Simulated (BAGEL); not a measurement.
# B3LYP/6-31G(d) (density fitting with qzvpp-jkfit, spherical functions) run of CH5BFO− (SMILES CO[BH2-]F)

Aim: the energy change on altering one bond length of CH5BFO− at B3LYP/6-31G* (density fitting with qzvpp-jkfit, spherical functions), from 2 runs. 

The calculation is run with BAGEL 1.2.2.

6 further runs of the same task are left out: 5 that didn't finish, 1 set aside as unsound or not needed. Runs told in other sessions of the task aren't counted.

## Step 1: The system as given

CH5BFO− has 9 atoms, charge -1, and is taken as a singlet. SMILES: `CO[BH2-]F`. The shape is that of a GFN2-xTB optimisation. This is one conformer, not always the lowest.

Bond lengths: C1–O2 1.375 Å, O2–B3 1.492 Å, B3–F4 1.445 Å, C1–H5 1.108 Å, C1–H6 1.102 Å, C1–H7 1.103 Å, B3–H8 1.234 Å, B3–H9 1.212 Å. Some angles: C1–O2–B3 114.4°, O2–B3–F4 109.8°, O2–C1–H5 112.1°, O2–C1–H6 109.0°, O2–C1–H7 112.4°, O2–B3–H8 111.2°, O2–B3–H9 107.1°, F4–B3–H8 106.9°, F4–B3–H9 108.7°, H5–C1–H6 108.1°.

## Step 2: The energy at B3LYP/6-31G(d) (density fitting with qzvpp-jkfit, spherical functions)

Contents of calc.json:

```json
{ "bagel" : [

{
  "title" : "molecule",
  "basis" : "6-31gs.json",
  "df_basis" : "qzvpp-jkfit",
  "angstrom" : true,
  "geometry" : [
    { "atom" : "C", "xyz" : [      -0.702570,       0.883720,      -0.421190 ] },
    { "atom" : "O", "xyz" : [      -0.021970,       0.477570,       0.702640 ] },
    { "atom" : "B", "xyz" : [       0.667880,      -0.838030,       0.563600 ] },
    { "atom" : "F", "xyz" : [       1.697590,      -0.745800,      -0.445380 ] },
    { "atom" : "H", "xyz" : [      -1.503990,       0.172220,      -0.702480 ] },
    { "atom" : "H", "xyz" : [      -1.167310,       1.863550,      -0.225200 ] },
    { "atom" : "H", "xyz" : [      -0.042160,       0.986670,      -1.299070 ] },
    { "atom" : "H", "xyz" : [      -0.116840,      -1.717360,       0.197160 ] },
    { "atom" : "H", "xyz" : [       1.189360,      -1.082540,       1.629940 ] }
  ]
},

{
  "title" : "ks",
  "xc_func" : "b3lyp",
  "charge" : -1
},

{
  "title" : "print",
  "file" : "orbitals.molden",
  "orbitals" : true
}

]}
```

The basis set 6-31G* is read from a file made from the Basis Set Exchange's data (not shown).

Started as:

```sh
$ BAGEL_NUM_THREADS=1 BAGEL calc.json > calc.out
```

Standard output:

```text
* using 1 threads per process

  ===============================================================
  ===============================================================

  *** Geometry ***

  { "atom" : "C", "xyz" : [     -1.327665,      1.669989,     -0.795934 ] },
  { "atom" : "O", "xyz" : [     -0.041517,      0.902477,      1.327797 ] },
  { "atom" : "B", "xyz" : [      1.262110,     -1.583647,      1.065050 ] },
  { "atom" : "F", "xyz" : [      3.207980,     -1.409358,     -0.841646 ] },
  { "atom" : "H", "xyz" : [     -2.842129,      0.325449,     -1.327495 ] },
  { "atom" : "H", "xyz" : [     -2.205896,      3.521599,     -0.425566 ] },
  { "atom" : "H", "xyz" : [     -0.079671,      1.864536,     -2.454887 ] },
  { "atom" : "H", "xyz" : [     -0.220796,     -3.245340,      0.372578 ] },
  { "atom" : "H", "xyz" : [      2.247565,     -2.045704,      3.080140 ] },

  Number of auxiliary basis functions:      394

  Since a DF basis is specified, we compute 2- and 3-index integrals:
    o Being stored without compression. Storage requirement is 0.014 GB

  Number of basis functions:       66
  Number of electrons      :       33

    * METHOD: MOLECULE                             0.23

  *** Kohn-Sham DFT ***

    * Removing 16467 points whose weight is below 1.00e-10
    * Grid points: 117687

  === Nuclear Repulsion ===
   120.2039782634

       - DIIS with orbital gradients will be used.

  === KS iteration (b3lyp / 6-31gs.json) ===
      0       -212.95005852          0.16890276           0.41
      1       -195.58170150          0.16142818           0.39
      2       -206.58524080          0.20298085           0.39
      3       -230.08641052          0.15085739           0.39
      4       -230.09192757          0.13911745           0.39
      5       -239.49634983          0.06906757           0.39
      6       -240.06479897          0.05703038           0.40
      7       -240.69024975          0.03533343           0.39
      8       -241.05385695          0.01477257           0.39
      9       -241.11320959          0.00245881           0.39
     10       -241.11544099          0.00062694           0.39
     11       -241.11555416          0.00021419           0.39
     12       -241.11556766          0.00004337           0.39
     13       -241.11556812          0.00001054           0.39
     14       -241.11556811          0.00001204           0.39
     15       -241.11556815          0.00000053           0.39
     16       -241.11556815          0.00000018           0.38
     17       -241.11556815          0.00000014           0.39
     18       -241.11556815          0.00000003           0.38
     19       -241.11556815          0.00000001           0.38
    * SCF iteration converged.

    * Permanent dipole moment:
           (    0.582152,    -0.990228,     0.780777) a.u.

    * METHOD: KS                                   8.56

    * METHOD: PRINT                                0.01

  ===============================================================
```

It took 9 s on 1 thread of Arm Neoverse N1, shared host; peak memory 0.37 GiB.

## Step 3: The distorted shape, same level

Contents of input.json:

```json
{ "bagel": [

{
  "title": "molecule",
  "basis": "6-31gs.json",
  "df_basis": "qzvpp-jkfit",
  "angstrom": true,
  "geometry": [
    { "atom": "C", "xyz": [   -1.119755,    1.079328,   -1.274263 ] },
    { "atom": "O", "xyz": [   -0.439155,    0.673178,   -0.150433 ] },
    { "atom": "B", "xyz": [    0.250695,   -0.642422,   -0.289473 ] },
    { "atom": "F", "xyz": [    1.280405,   -0.550192,   -1.298453 ] },
    { "atom": "H", "xyz": [   -1.921175,    0.367828,   -1.555553 ] },
    { "atom": "H", "xyz": [   -1.584495,    2.059158,   -1.078273 ] },
    { "atom": "H", "xyz": [   -0.459345,    1.182278,   -2.152143 ] },
    { "atom": "H", "xyz": [   -0.534025,   -1.521752,   -0.655913 ] },
    { "atom": "H", "xyz": [    1.189360,   -1.082540,    1.629940 ] }
  ]
},
{
  "title": "ks",
  "xc_func": "b3lyp",
  "charge": -1
},
{
  "title": "print",
  "file": "orbitals.molden",
  "orbitals": true
}

]}
```

The basis set 6-31G* is read from a file made from the Basis Set Exchange's data (not shown).

Started as:

```sh
$ BAGEL_NUM_THREADS=1 BAGEL input.json > input.out
```

Standard output:

```text
* using 1 threads per process

  ===============================================================
  ===============================================================

  *** Geometry ***

  { "atom" : "C", "xyz" : [     -2.116030,      2.039634,     -2.408008 ] },
  { "atom" : "O", "xyz" : [     -0.829883,      1.272122,     -0.284277 ] },
  { "atom" : "B", "xyz" : [      0.473745,     -1.214002,     -0.547025 ] },
  { "atom" : "F", "xyz" : [      2.419615,     -1.039712,     -2.453721 ] },
  { "atom" : "H", "xyz" : [     -3.630495,      0.695094,     -2.939569 ] },
  { "atom" : "H", "xyz" : [     -2.994262,      3.891245,     -2.037641 ] },
  { "atom" : "H", "xyz" : [     -0.868036,      2.234182,     -4.066961 ] },
  { "atom" : "H", "xyz" : [     -1.009161,     -2.875695,     -1.239496 ] },
  { "atom" : "H", "xyz" : [      2.247565,     -2.045704,      3.080140 ] },

  Number of auxiliary basis functions:      394

  Since a DF basis is specified, we compute 2- and 3-index integrals:
    o Being stored without compression. Storage requirement is 0.014 GB

  Number of basis functions:       66
  Number of electrons      :       33

    * METHOD: MOLECULE                             0.23

  *** Kohn-Sham DFT ***

    * Removing 15613 points whose weight is below 1.00e-10
    * Grid points: 118541

  === Nuclear Repulsion ===
   117.7683403813

       - DIIS with orbital gradients will be used.

  === KS iteration (b3lyp / 6-31gs.json) ===
      0       -212.86613611          0.16793039           0.41
      1       -198.98024439          0.15800796           0.38
      2       -207.74354315          0.19742517           0.39
      3       -231.05440669          0.14491410           0.39
      4       -230.63571546          0.13203224           0.39
      5       -239.42858391          0.06663364           0.38
      6       -240.31810477          0.04693562           0.38
      7       -240.97663071          0.01305859           0.40
      8       -241.00121789          0.01118499           0.40
      9       -241.03649404          0.00177100           0.40
     10       -241.03741936          0.00031999           0.41
     11       -241.03744377          0.00013682           0.40
     12       -241.03744914          0.00002785           0.40
     13       -241.03744933          0.00000999           0.41
     14       -241.03744936          0.00000113           0.40
     15       -241.03744936          0.00000102           0.40
     16       -241.03744936          0.00000014           0.40
     17       -241.03744936          0.00000006           0.40
     18       -241.03744936          0.00000002           0.39
     19       -241.03744936          0.00000000           0.40
    * SCF iteration converged.

    * Permanent dipole moment:
           (    1.232553,    -1.343817,     2.045128) a.u.

    * METHOD: KS                                   8.71

    * METHOD: PRINT                                0.01

  ===============================================================
```

Wall time 9.3 s (1 thread of Arm Neoverse N1, shared host); peak memory 0.37 GiB.

## Step 4: What came out

Level: B3LYP/6-31G* (density fitting with qzvpp-jkfit, spherical functions).

| quantity | value |
| --- | --- |
| first shape: total energy | -241.11557 Eh |
| first shape: HOMO energy | -0.57 eV |
| first shape: LUMO energy | 7.87 eV |
| first shape: HOMO–LUMO gap (to an unbound level, set by the basis) | 8.44 eV |
| distorted shape: total energy | -241.03745 Eh |
| distorted shape: HOMO energy | 0.18 eV |
| distorted shape: LUMO energy | 6.24 eV |
| distorted shape: HOMO–LUMO gap (to an unbound level, set by the basis) | 6.06 eV |
| energy change with the B3–H9 bond stretched from 1.212 to 2.181 Å | 2.126 eV |

**Reading.** With the B3–H9 bond stretched from 1.212 to 2.181 Å the energy rises by 2.13 eV (205 kJ/mol). The first shape isn't relaxed at this level, so the change isn't measured from a minimum. The HOMO (distorted shape) lies at positive energy, 0.18 eV, from the functional's self-interaction, a short basis or an electron that isn't bound; only total energies against the neutral tell.
